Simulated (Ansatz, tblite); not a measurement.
# The cluster H₆Au₄−: rung by rung

An exercise on one series of results from a longer session: the logs are not shown, and one member is left open.

The runs use Ansatz 0.2.0, Gaussian basis; as each input shows.

Plan: GFN1-xTB, GFN2-xTB, PBE-D4/def2-TZVPD, r2SCAN-D4/def2-TZVPD, revPBE-D4/def2-TZVPD, B2PLYP/def2-TZVPD, ωB97M-V/def2-TZVPD, MP2/def2-TZVPD, RPA/def2-TZVPD.

3 further runs of the same task are left out: 3 set aside as unsound or not needed. Runs told in other sessions of the task aren't counted.

## The geometry

The doublet was relaxed beforehand with PBE-D4/def2-SVPD. At that level it is the lowest of the isomers that a small search found.

10 atoms, charge -1, spin multiplicity 2.

Bond lengths: Au1–Au2 2.749 Å, Au1–Au4 2.819 Å, Au1–H6 1.709 Å, Au1–H7 1.777 Å, Au2–Au3 2.792 Å, Au2–H5 1.810 Å, Au2–H7 1.738 Å, Au2–H8 1.748 Å, Au3–H5 1.859 Å, Au3–H8 1.853 Å, Au3–H10 1.624 Å, Au4–H6 1.800 Å, Au4–H9 1.616 Å. Angles: Au2–Au1–Au4 172.4°, Au2–Au1–H6 147.7°, Au2–Au1–H7 38.0°, Au4–Au1–H6 37.6°, Au4–Au1–H7 137.1°, H6–Au1–H7 173.8°, Au1–Au2–Au3 169.8°, Au1–Au2–H5 149.1°, Au1–Au2–H7 39.0°, Au1–Au2–H8 129.2°, Au3–Au2–H5 41.1°, Au3–Au2–H7 151.2°, Au3–Au2–H8 40.6°, H5–Au2–H7 110.1°, H5–Au2–H8 81.7°, H7–Au2–H8 168.3°, Au2–Au3–H5 39.8°, Au2–Au3–H8 37.8° and more.

Au takes a core potential in the def2 sets. No spin-orbit coupling is included. The ion is computed in the gas phase, without counter-ions or solvent.

PBE0-D4/def2-TZVPD was run before; its log isn't repeated, and its numbers join the tables.

Set-up of the first run:

Tight binding, by tblite at 300 K electronic temperature and without a spin-polarisation term:

```python
tblite.interface.Calculator('GFN1-xTB', numbers, positions, charge=-1, uhf=1).singlepoint()
```

Tight binding, by tblite at 300 K electronic temperature and without a spin-polarisation term:

```python
tblite.interface.Calculator('GFN2-xTB', numbers, positions, charge=-1, uhf=1).singlepoint()
```

start.molden holds the orbitals of an earlier run on this state, given as this run's starting guess.

Input file in.yaml:

```yaml
crystal:
  periodic: [false, false, false]
  atoms:
    - {symbol: Au, position_ang: [-0.842831, 1.189663, -0.770114]}
    - {symbol: Au, position_ang: [0.567196, -0.861568, 0.396719]}
    - {symbol: Au, position_ang: [2.400861, -2.705569, 1.412419]}
    - {symbol: Au, position_ang: [-2.451367, 3.337412, -1.635374]}
    - {symbol: H, position_ang: [0.567403, -2.405171, 1.341083]}
    - {symbol: H, position_ang: [-0.804987, 2.614704, -1.712749]}
    - {symbol: H, position_ang: [-1.063212, -0.313590, 0.150692]}
    - {symbol: H, position_ang: [2.294083, -1.124390, 0.451557]}
    - {symbol: H, position_ang: [-3.790228, 4.231834, -1.777645]}
    - {symbol: H, position_ang: [3.123082, -3.963325, 2.143421]}
basis:
  gaussian: {orbitals: def2-TZVPD, initial_orbitals: start.molden}
total_charge: -1
magnetization: {spin_polarized: true, initial_magnetization: 1}
hamiltonian: {xc: pbe, dispersion: d4}
scf: {omitted_lower_state_checks: [starts]}
output: {forces: true, orbitals: {seedname: orbitals}}
```

Command:

```sh
$ ansatz run in.yaml --threads 4 --pin off --events-out ev --progress --plain --max-ram 4787MiB
```

Steps of the session up to this table: PBE-D4/def2-TZVPD; r2SCAN-D4/def2-TZVPD; revPBE-D4/def2-TZVPD; B2PLYP/def2-TZVPD; ωB97M-V/def2-TZVPD; MP2/def2-TZVPD; RPA/def2-TZVPD.

One of the session's tables, all rows but one given; the rest of the session is left out.

```
               level  HOMO (eV)  gap (eV)
   PBE-D4/def2-TZVPD          ?         ?
revPBE-D4/def2-TZVPD      -1.16      0.56
r2SCAN-D4/def2-TZVPD      -1.47      0.91
  PBE0-D4/def2-TZVPD      -2.19      2.16
  ωB97M-V/def2-TZVPD      -4.16      5.62
```

Estimate the missing values for PBE-D4/def2-TZVPD.

As computed: HOMO (eV): -1.24; gap (eV): 0.53. In the column «HOMO (eV)» it lies between r2SCAN-D4/def2-TZVPD (-1.47) and revPBE-D4/def2-TZVPD (-1.16).
